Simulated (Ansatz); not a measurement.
# CH₂BClO: ionisation energy by level of theory

Aim: the vertical ionisation energy of CH₂BClO, as cation minus neutral at the neutral's geometry, on several levels, and how well −ε(HOMO) stands in for it.

The runs use Ansatz 0.2.0, Gaussian basis; unrestricted cation, the program's frozen cores in correlated methods.

The runs, in order: UKS PBE-D4/def2-TZVPP; UKS r2SCAN-D4/def2-TZVPP; UKS PBE0-D4/def2-TZVPP; UKS B3LYP-D4/def2-TZVPP; UKS wB97X-V/def2-TZVPP; UKS wB97M-V/def2-TZVPP; UKS B2PLYP/def2-TZVPP; UHF-CCSD(T)/def2-TZVPP; UHF-MP2/def2-QZVPP; extrapolation to the limit; then −ε(HOMO) from the neutral's earlier runs with LDA (SPW92), PBE-D4, revPBE-D4, BLYP-D4, r2SCAN-D4, B97M-V, PBE0-D4, B3LYP-D4, r2SCANh-D4, r2SCAN0-D4, HSE06-D4, BHLYP-D4, CAM-B3LYP-D4, LC-ωPBE, ωB97X-V, ωB97M-V.

### 1 The geometry

An earlier PBE0-D4 in a triple-zeta def2 set relaxation fixed the geometry.

SMILES `ClB1CO1`, 6 atoms, charge 0, spin multiplicity 1.

Atoms are counted from 1 here; the program's logs count them from 0.

Bond lengths: Cl1–B2 1.716 Å, B2–C3 1.503 Å, B2–O4 1.325 Å, C3–O4 1.515 Å, C3–H5 1.086 Å, C3–H6 1.086 Å. Angles: Cl1–B2–C3 157.6°, Cl1–B2–O4 138.0°, C3–B2–O4 64.4°, B2–C3–O4 52.1°, B2–C3–H5 122.3°, B2–C3–H6 122.3°, O4–C3–H5 112.3°, O4–C3–H6 112.3°, H5–C3–H6 114.8°, B2–O4–C3 63.5°.

### 2 Cation, UKS PBE-D4/def2-TZVPP

in.yaml

```yaml
crystal:
  periodic: [false, false, false]
  atoms:
    - {symbol: Cl, position_ang: [-0.699224, -2.288260, 0.634934]}
    - {symbol: B, position_ang: [-0.329743, -0.707249, 0.079709]}
    - {symbol: C, position_ang: [0.402130, 0.603166, 0.004126]}
    - {symbol: O, position_ang: [-0.788261, 0.152371, -0.818041]}
    - {symbol: H, position_ang: [1.294711, 0.735707, -0.599872]}
    - {symbol: H, position_ang: [0.162588, 1.440266, 0.652944]}
basis:
  gaussian: {orbitals: def2-TZVPP}
total_charge: 1
magnetization: {spin_polarized: true, initial_magnetization: 1}
hamiltonian: {xc: pbe, dispersion: d4}
```

On the command line:

```bash
ansatz run in.yaml --threads 2 --pin off --events-out ev --progress --plain --max-ram 4352MiB
```

What it wrote:

```text
Functional definition: PBE
  name "PBE"
  cite "Perdew, Burke & Ernzerhof, Phys. Rev. Lett. 77, 3865 (1996) doi:10.1103/PhysRevLett.77.3865"
  parent pbe
  parameter kappa = 0.804
  parameter beta = 0.06672455060314922
  exchange = pbe_x(kappa = kappa, mu = beta*pi^2/3)
  correlation = pbe_c(beta = beta)
912 factors; their error is unknown
mean field evaluation 1: about -16275.6108 eV, gradient 6.9e1 eV
mean field evaluation 2: about -15970.8641 eV, gradient 2.1e2 eV
mean field evaluation 4: about -16283.9073 eV, gradient 5.8e1 eV
mean field evaluation 8: about -16298.1111 eV, gradient 5.9e-1 eV
mean field evaluation 16: about -16298.0912 eV, gradient 1.2e-3 eV
mean field evaluation 32: about -16297.3000 eV, gradient 6.6e-1 eV
mean field -16298.09123799 eV, -598.9438057530 hartree, gradient 1.5e-5 eV, S^2 0.752189; 5 other end points of the search recorded, 0 dependent functions left out
reference -16298.09127093 eV, -598.9438069636 hartree; 19, 18 occupied and 144, 145 virtual orbitals, 912 factors
Total energy: -16298.17637708 eV, -598.9469345570 hartree
```

Wall time 6 s (2 threads of Arm Neoverse V1, shared host).

Less the neutral's -16308.6509 eV (earlier run), this gives 10.475 eV. ⟨S²⟩ = 0.752.

### 3 Cation, UKS r2SCAN-D4/def2-TZVPP

Changes to in.yaml since step 2:

```diff
@@ -13,2 +13,2 @@
 magnetization: {spin_polarized: true, initial_magnetization: 1}
-hamiltonian: {xc: pbe, dispersion: d4}
+hamiltonian: {xc: r2scan, dispersion: d4}
```

The command is unchanged.

What it wrote (excerpt; [...] marks lines left out):

```text
Functional definition: r2SCAN
  name "r2SCAN"
  cite "Furness, Kaplan, Ning, Perdew & Sun, J. Phys. Chem. Lett. 11, 8208 (2020) doi:10.1021/acs.jpclett.0c02405"
  cite "Furness, Kaplan, Ning, Perdew & Sun, J. Phys. Chem. Lett. 11, 9248 (2020) doi:10.1021/acs.jpclett.0c03077"
  parent r2scan
[...]
912 factors; their error is unknown
[...]
mean field -16304.76680365 eV, -599.1891282663 hartree, gradient 5.1e-5 eV, S^2 0.755854; 4 other end points of the search recorded, 0 dependent functions left out
reference -16304.76681361 eV, -599.1891286321 hartree; 19, 18 occupied and 144, 145 virtual orbitals, 912 factors
Total energy: -16304.78653320 eV, -599.1898533140 hartree
```

Run time: 12 s. Hardware: 2 threads of Arm Neoverse V1, shared host; peak memory 0.26 GiB.

The neutral molecule at this level: -16315.3595 eV. Difference: 10.573 eV. ⟨S²⟩ = 0.756.

### 4 Cation, UKS PBE0-D4/def2-TZVPP

Changes to in.yaml since step 3:

```diff
@@ -13,2 +13,2 @@
 magnetization: {spin_polarized: true, initial_magnetization: 1}
-hamiltonian: {xc: r2scan, dispersion: d4}
+hamiltonian: {xc: pbe0, dispersion: d4}
```

Launched as before.

What it wrote:

```text
Functional definition: PBE0
  name "PBE0"
  cite "Adamo & Barone, J. Chem. Phys. 110, 6158 (1999) doi:10.1063/1.478522"
  cite "Perdew, Burke & Ernzerhof, Phys. Rev. Lett. 77, 3865 (1996) doi:10.1103/PhysRevLett.77.3865"
  parent pbe
  parameter a = 0.25
  parameter kappa = 0.804
  parameter beta = 0.06672455060314922
  exchange = (1 - a)*pbe_x(kappa = kappa, mu = beta*pi^2/3) + a*exact_x
  correlation = pbe_c(beta = beta)
943 factors; their error is unknown
mean field evaluation 1: about -16283.4069 eV, gradient 5.8e1 eV
mean field evaluation 2: about -16179.0275 eV, gradient 1.6e2 eV
mean field evaluation 4: about -16296.5209 eV, gradient 2.4e1 eV
mean field evaluation 8: about -16298.9022 eV, gradient 2.0e-1 eV
mean field evaluation 16: about -16298.9353 eV, gradient 6.1e-3 eV
mean field evaluation 32: about -16298.8934 eV, gradient 3.1e0 eV
mean field -16298.93529525 eV, -598.9748242853 hartree, gradient 2.7e-5 eV, S^2 0.756451; 2 other end points of the search recorded, 0 dependent functions left out
reference -16298.93531962 eV, -598.9748251808 hartree; 19, 18 occupied and 144, 145 virtual orbitals, 943 factors
Total energy: -16299.00634750 eV, -598.9774354075 hartree
```

It took 6 s on 2 threads of Arm Neoverse V1, shared host; peak memory 0.38 GiB.

The neutral molecule at this level: -16309.7815 eV. Difference: 10.775 eV. ⟨S²⟩ = 0.756.

### 5 Cation, UKS B3LYP-D4/def2-TZVPP

Changes to in.yaml since step 4:

```diff
@@ -13,2 +13,2 @@
 magnetization: {spin_polarized: true, initial_magnetization: 1}
-hamiltonian: {xc: pbe0, dispersion: d4}
+hamiltonian: {xc: {name: B3LYP}, dispersion: d4}
```

Same command.

What it wrote (excerpt; [...] marks lines left out):

```text
Functional definition: B3LYP
  name "B3LYP"
  cite "Stephens, Devlin, Chabalowski & Frisch, J. Phys. Chem. 98, 11623 (1994) doi:10.1021/j100096a001"
  cite "Becke, Phys. Rev. A 38, 3098 (1988) doi:10.1103/PhysRevA.38.3098"
  cite "Lee, Yang & Parr, Phys. Rev. B 37, 785 (1988) doi:10.1103/PhysRevB.37.785"
  cite "Vosko, Wilk & Nusair, Can. J. Phys. 58, 1200 (1980) doi:10.1139/p80-159"
[...]
931 factors; their error is unknown
[...]
mean field -16307.99517036 eV, -599.3077685547 hartree, gradient 2.0e-5 eV, S^2 0.755148; 2 other end points of the search recorded, 0 dependent functions left out
reference -16307.99539031 eV, -599.3077766375 hartree; 19, 18 occupied and 144, 145 virtual orbitals, 931 factors
Total energy: -16308.13401815 eV, -599.3128711169 hartree
```

Wall time 6.5 s (2 threads of Arm Neoverse V1, shared host); peak memory 0.37 GiB.

The neutral molecule at this level: -16318.9208 eV. Difference: 10.787 eV. ⟨S²⟩ = 0.755.

### 6 Cation, UKS wB97X-V/def2-TZVPP

Changes to in.yaml since step 5:

```diff
@@ -13,2 +13,2 @@
 magnetization: {spin_polarized: true, initial_magnetization: 1}
-hamiltonian: {xc: {name: B3LYP}, dispersion: d4}
+hamiltonian: {xc: {name: wB97X-V}}
```

Launched as before.

What it wrote (excerpt; [...] marks lines left out):

```text
Functional definition: wB97X-V
  name "wB97X-V"
  cite "Mardirossian & Head-Gordon, Phys. Chem. Chem. Phys. 16, 9904 (2014) doi:10.1039/C3CP54374A"
  cite "Becke, J. Chem. Phys. 107, 8554 (1997) doi:10.1063/1.475007"
  cite "Vydrov & Van Voorhis, J. Chem. Phys. 133, 244103 (2010) doi:10.1063/1.3521275"
[...]
      + integral(e_c_pw_opposite_spin*poly(b97_u_opposite, cos0, cos1)) + vv10(b, c)
928 factors; their error is unknown
195 factors; integrals over basis functions are off by at most 2.0e-5 eV
[...]
mean field -16304.24494951 eV, -599.1699504805 hartree, gradient 3.5e-5 eV, S^2 0.757599; 2 other end points of the search recorded, 0 dependent functions left out
reference -16304.24494801 eV, -599.1699504252 hartree; 19, 18 occupied and 144, 145 virtual orbitals, 928 factors
Total energy: -16304.24494801 eV, -599.1699504252 hartree
```

It took 28 s on 2 threads of Arm Neoverse V1, shared host; peak memory 0.65 GiB.

Less the neutral's -16315.1954 eV (earlier run), this gives 10.950 eV. ⟨S²⟩ = 0.758.

### 7 Cation, UKS wB97M-V/def2-TZVPP

Changes to in.yaml since step 6:

```diff
@@ -13,2 +13,2 @@
 magnetization: {spin_polarized: true, initial_magnetization: 1}
-hamiltonian: {xc: {name: wB97X-V}}
+hamiltonian: {xc: {name: wB97M-V}}
```

Launched as before.

What it wrote (excerpt; [...] marks lines left out):

```text
Functional definition: wB97M-V
  name "wB97M-V"
  cite "Mardirossian & Head-Gordon, J. Chem. Phys. 144, 214110 (2016) doi:10.1063/1.4952647"
  cite "Becke, J. Chem. Phys. 107, 8554 (1997) doi:10.1063/1.475007"
  cite "Vydrov & Van Voorhis, J. Chem. Phys. 133, 244103 (2010) doi:10.1063/1.3521275"
  # Of w^i u^j: cxij and so on, Table III.
[...]
  gx(w, u) = 1 - cx + cx01*u + cx10*w
  gss(w, u) = css00 + css04*u^4 + css10*w + css20*w^2 + css43*w^4*u^3
  gos(w, u) = cos00 + cos10*w + (cos20 + cos21*u)*w^2 + (cos60 + cos61*u)*w^6
[...]
      + integral(e_c_pw_mod_opposite_spin*gos(b97_w_opposite, b97_u_opposite)) + vv10(b, c)
928 factors; their error is unknown
195 factors; integrals over basis functions are off by at most 2.0e-5 eV
[...]
mean field -16305.41205944 eV, -599.2128409792 hartree, gradient 3.5e-5 eV, S^2 0.755984; 2 other end points of the search recorded, 0 dependent functions left out
reference -16305.41209711 eV, -599.2128423634 hartree; 19, 18 occupied and 144, 145 virtual orbitals, 928 factors
Total energy: -16305.41209711 eV, -599.2128423634 hartree
```

Wall time 37 s (2 threads of Arm Neoverse V1, shared host); peak memory 0.68 GiB.

Less the neutral's -16316.3401 eV (earlier run), this gives 10.928 eV. ⟨S²⟩ = 0.756.

### 8 Cation, UKS B2PLYP (frozen core)/def2-TZVPP

Changes to in.yaml since step 7:

```diff
@@ -13,2 +13,2 @@
 magnetization: {spin_polarized: true, initial_magnetization: 1}
-hamiltonian: {xc: {name: wB97M-V}}
+hamiltonian: {xc: {name: B2PLYP}}
```

Same command.

What it wrote (excerpt; [...] marks lines left out):

```text
Functional definition: B2PLYP
  name "B2PLYP"
  cite "Grimme, J. Chem. Phys. 124, 034108 (2006) doi:10.1063/1.2148954"
  cite "Becke, Phys. Rev. A 38, 3098 (1988) doi:10.1103/PhysRevA.38.3098"
  cite "Lee, Yang & Parr, Phys. Rev. B 37, 785 (1988) doi:10.1103/PhysRevB.37.785"
[...]
995 factors; integrals over basis functions are off by at most 8.8e-4 eV
[...]
mean field -16295.04227779 eV, -598.8317585325 hartree, gradient 8.3e-6 eV, S^2 0.762587; 4 other end points of the search recorded, 0 dependent functions left out
8 core orbitals not correlated: weight in the atoms' cores, before any rotation towards them, 1.000 or more for the frozen orbitals, at most 0.000 for the correlated occupied ones
reference -16295.04241713 eV, -598.8317636531 hartree; 11, 10 occupied and 144, 145 virtual orbitals, 995 factors
second order -21.91727740 eV of doubles, -0.00000000 eV of singles
Total energy: -16300.96008203 eV, -599.0492338269 hartree
```

Wall time 13 s (2 threads of Arm Neoverse V1, shared host); peak memory 0.49 GiB.

The neutral molecule at this level: -16311.7828 eV. Difference: 10.823 eV. ⟨S²⟩ = 0.763.

### 9 Cation, UHF-CCSD(T)/def2-TZVPP

Changes to in.yaml since step 8:

```diff
@@ -13,2 +13,3 @@
 magnetization: {spin_polarized: true, initial_magnetization: 1}
-hamiltonian: {xc: {name: B2PLYP}}
+correlation: {method: ccsd_t}
+scf: {omitted_lower_state_checks: [cluster_reference]}
```

Launched as before.

What it wrote (excerpt; [...] marks lines left out):

```text
Functional definition: HF
  name "HF"
  cite "Fock, Z. Phys. 61, 126 (1930) doi:10.1007/BF01340294"
  parent pbe
[...]
995 factors; integrals over basis functions are off by at most 8.8e-4 eV
[...]
mean field -16267.05723034 eV, -597.8033270076 hartree, gradient 7.3e-6 eV, S^2 0.775773; 6 other end points of the search recorded, 0 dependent functions left out
8 core orbitals not correlated: weight in the atoms' cores, before any rotation towards them, 1.000 or more for the frozen orbitals, at most 0.000 for the correlated occupied ones
reference -16267.05723034 eV, -597.8033270076 hartree; 11, 10 occupied and 144, 145 virtual orbitals, 995 factors
second order -17.40911653 eV of doubles, -0.00000000 eV of singles
cycle   1  -17.64778485 eV  change   -2.4e-1 eV  update   1.2e-1
[...]
cycle  14  -18.36003411 eV  change   -1.6e-5 eV  update   1.2e-5
perturbative correction -0.88115482 eV, -0.0323818425 hartree
Total energy: -16286.29841927 eV, -598.5104276586 hartree
Checks for a lower state left out: cluster_reference
```

Wall time 2.1 min (2 threads of Arm Neoverse V1, shared host); peak memory 3.1 GiB.

Less the neutral's -16297.2361 eV (earlier run), this gives 10.938 eV. ⟨S²⟩ = 0.776. T1 = 0.038 (report).

### 10 Cation, UHF-MP2/def2-QZVPP

Changes to in.yaml since step 9:

```diff
@@ -10,6 +10,6 @@
 basis:
-  gaussian: {orbitals: def2-TZVPP}
+  gaussian: {orbitals: "def2-QZVPP.json"}
 total_charge: 1
 magnetization: {spin_polarized: true, initial_magnetization: 1}
-correlation: {method: ccsd_t}
+correlation: {method: mp2}
 scf: {omitted_lower_state_checks: [cluster_reference]}
```

Launched as before.

What it wrote (excerpt; [...] marks lines left out):

```text
Functional definition: HF
  name "HF"
  cite "Fock, Z. Phys. 61, 126 (1930) doi:10.1007/BF01340294"
  parent pbe
[...]
1823 factors; integrals over basis functions are off by at most 6.5e-4 eV
[...]
mean field -16267.57405410 eV, -597.8223199305 hartree, gradient 8.3e-6 eV, S^2 0.775966; 6 other end points of the search recorded, 0 dependent functions left out
8 core orbitals not correlated: weight in the atoms' cores, before any rotation towards them, 1.000 or more for the frozen orbitals, at most 0.000 for the correlated occupied ones
reference -16267.57405410 eV, -597.8223199305 hartree; 11, 10 occupied and 282, 283 virtual orbitals, 1823 factors
second order -18.79525696 eV of doubles, -0.00000000 eV of singles
Total energy: -16286.36931106 eV, -598.5130328839 hartree
Checks for a lower state left out: cluster_reference
```

It took 46 s on 2 threads of Arm Neoverse V1, shared host; peak memory 1.1 GiB.

Less the neutral's -16297.6874 eV (earlier run), this gives 11.318 eV. ⟨S²⟩ = 0.776.

### 11 Extrapolating to the complete basis

No new run: Hartree-Fock is extrapolated as exp(−7.88√X) and correlation as X^−2.97, with X = 3 and 4; only MP2 was run in the larger set, so CCSD(T) minus MP2 is added from the smaller one.

```csv
level,energy at the limit (eV)
HF,-16267.6452
MP2,-16287.4673
CCSD,-16288.4182
CCSD(T),-16289.2993
```

The neutral's limit, from its own earlier runs, is -16300.4033 eV in the additive form (MP2 limit plus CCSD(T) minus MP2 in triple zeta), in which the cation has -16289.2993 eV.

### 12 The ladder

Differences are taken before rounding.

```csv
method,ionisation energy (eV),from CCSD(T)/CBS (eV),time
PBE-D4,10.47,-0.63,7.9 s
r2SCAN-D4,10.57,-0.53,16 s
PBE0-D4,10.78,-0.33,8.1 s
B3LYP-D4,10.79,-0.32,9.3 s
ωB97X-V,10.95,-0.15,33 s
ωB97M-V,10.93,-0.18,45 s
B2PLYP,10.82,-0.28,16 s
HF/def2-TZVPP,10.13,-0.98,
MP2/def2-TZVPP,11.22,+0.12,
CCSD/def2-TZVPP,10.97,-0.14,
CCSD(T)/def2-TZVPP,10.94,-0.17,2.5 min
CCSD(T)/CBS,11.10,0,3.5 min
```

Among the levels timed on like hardware and quicker than the yardstick, those that no quicker one beats, quickest first: PBE-D4 (7.9 s, -0.63 eV); PBE0-D4 (8.1 s, -0.33 eV); B3LYP-D4 (9.3 s, -0.32 eV); B2PLYP (16 s, -0.28 eV); ωB97X-V (33 s, -0.15 eV).

Times add the cation's run and the neutral's; HF, MP2 and CCSD come out of the CCSD(T) runs.

Orbital estimates, from the neutral's runs:

```csv
functional,−ε(HOMO) (eV),by energy difference (eV)
LDA (SPW92),7.17,
PBE-D4,7.00,10.47
revPBE-D4,6.94,
BLYP-D4,6.89,
r2SCAN-D4,7.27,10.57
B97M-V,7.34,
PBE0-D4,8.40,10.78
B3LYP-D4,8.17,10.79
r2SCANh-D4,7.79,
r2SCAN0-D4,8.57,
HSE06-D4,7.99,
BHLYP-D4,9.69,
CAM-B3LYP-D4,9.82,
LC-ωPBE,11.20,
ωB97X-V,10.81,10.95
ωB97M-V,10.68,10.93
```

### 13 What came out

| quantity | value |
| --- | --- |
| ionisation energy, CCSD(T)/CBS | 11.10 eV |
| nearest functional by difference | ωB97X-V (-0.15 eV) |
| nearest −ε(HOMO) | LC-ωPBE (+0.10 eV) |
| −ε(HOMO) of PBE | 7.00 eV |
| T1 of the cation | 0.038 |

**Reading.** Energy differences with functionals land within 0.63 eV of the reference. −ε(HOMO) of PBE misses by 4.1 eV, since self-interaction lifts the level. Among orbital estimates LC-ωPBE comes nearest. Hartree-Fock falls 0.98 eV short, as the neutral has more correlation energy than the cation. The cation's T1 (from the report) is 0.038, near the customary mark of 0.045 for open shells, so the coupled-cluster value is less safe.

ωB97X-V reaches 0.15 eV from the reference in 33 s, where CCSD(T)/CBS took 3.5 min; the quickest level in the cost chart, PBE-D4, takes 7.9 s and misses by 0.63 eV.
